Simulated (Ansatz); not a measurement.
**AsH2 (doublet): from Hartree-Fock to the top rungs, aug-cc-pVDZ**

How much of the correlation energy of AsH2 (doublet) does each wave-function method recover here?

Method: aug-cc-pVDZ, core rule «outside noble gas», up to 14 orbitals frozen; program: Ansatz 0.2.0, Gaussian basis.

Plan: UHF; CCSD(T) on ROHF; CCSD(T) on UHF; BCCD(T) on ROHF; CISD; CCSDT(Q) on ROHF; CCSDT(Q) on UHF; CISDTQ; CCSDTQ on ROHF; CCSDTQ on UHF; CASSCF and MRCISD+Q, 7 electrons in 6 orbitals; CASSCF and NEVPT2, 7 electrons in 6 orbitals; Full CI.

3 further runs of the same task are left out: 3 set aside as unsound or not needed.

## 1. The geometry

The geometry is a PBE0/def2-TZVP stationary point (not a proven minimum). No spin-orbit coupling is included. The filled d shell of As may be among the frozen orbitals whatever the setting's name suggests; the logs give the count.

3 atoms, charge 0, spin multiplicity 2.

Atoms are counted from 1 here; the program's logs count them from 0.

Bond lengths: As1–H2 1.526 Å, As1–H3 1.526 Å. Angles: H2–As1–H3 90.7°.

## 2. UHF

in.yaml reads:

```yaml
crystal:
  periodic: [false, false, false]
  atoms:
    - {symbol: As, position_ang: [0.000000, -0.028104, 0.000000]}
    - {symbol: H, position_ang: [0.000000, 1.044500, -1.085896]}
    - {symbol: H, position_ang: [0.000000, 1.044492, 1.085904]}
basis:
  gaussian: {orbitals: aug-cc-pVDZ}
magnetization: {spin_polarized: true, initial_magnetization: 1}
hamiltonian: {xc: hf}
output: {orbitals: {seedname: orbitals}}
```

Command:

```sh
> ansatz run in.yaml --threads 1 --pin off --events-out ev --progress --plain --max-ram 2764MiB --backend cpu
```

The runs that follow: CCSD(T) on ROHF; CCSD(T) on UHF; BCCD(T) on ROHF; CISD; CCSDT(Q) on ROHF; CCSDT(Q) on UHF; CISDTQ; CCSDTQ on ROHF; CCSDTQ on UHF; CASSCF and MRCISD+Q, 7 electrons in 6 orbitals; CASSCF and NEVPT2, 7 electrons in 6 orbitals; Full CI.

**Question.** What will the summary of the whole plan be? Wanted: FCI below the RHF energy; RMP2 from FCI; UMP2 from FCI; RCCSD from FCI; RCCSD(T) from FCI; UCCSD(T) from FCI; RCCSDT(Q) from FCI; UCCSDT(Q) from FCI; NEVPT2 valence from FCI.

As calculated:

```
                         quantity                                                                                                          value
         FCI below the RHF energy                                                                                                     -3.7320 eV
                    RMP2 from FCI                                                                                                   +75.5 kJ/mol
                    UMP2 from FCI                                                                                                   +76.4 kJ/mol
                   RCCSD from FCI                                                                                                   +11.0 kJ/mol
                RCCSD(T) from FCI                                                                                                    +2.1 kJ/mol
                UCCSD(T) from FCI                                                                                                    +1.8 kJ/mol
               RCCSDT(Q) from FCI                                                                                                     0.0 kJ/mol
               UCCSDT(Q) from FCI                                                                                                    -0.2 kJ/mol
          NEVPT2 valence from FCI                                                                                                   +67.2 kJ/mol
        MRCISD+Q valence from FCI                                                                                                    -0.4 kJ/mol
levels within 1 kcal/mol (43 meV)  RCCSD(T), UCCSD(T), BCCD(T), RCCSDT, UCCSDT, CISDTQ, RCCSDT(Q), UCCSDT(Q), RCCSDTQ, UCCSDTQ, MRCISD+Q valence
                    T1 diagnostic                                                                                                          0.018
   effectively unpaired electrons                                                                                                           1.05
```

RCCSD(T) lands +2.1 kJ/mol from the yardstick (0.6 % of the correlation energy). UCCSDT(Q), UCCSDTQ, MRCISD+Q valence fall below full CI: unrestricted runs freeze a spin-polarised core, another one than full CI's, and coupled cluster isn't variational. One determinant dominates. Of the multireference levels listed MRCISD+Q valence comes nearest in total energy (-0.4 kJ/mol), which doesn't show that its space is the better one. These misses are within one basis, not against nature; the frozen cores of restricted and unrestricted runs differ, which can shift their rows.
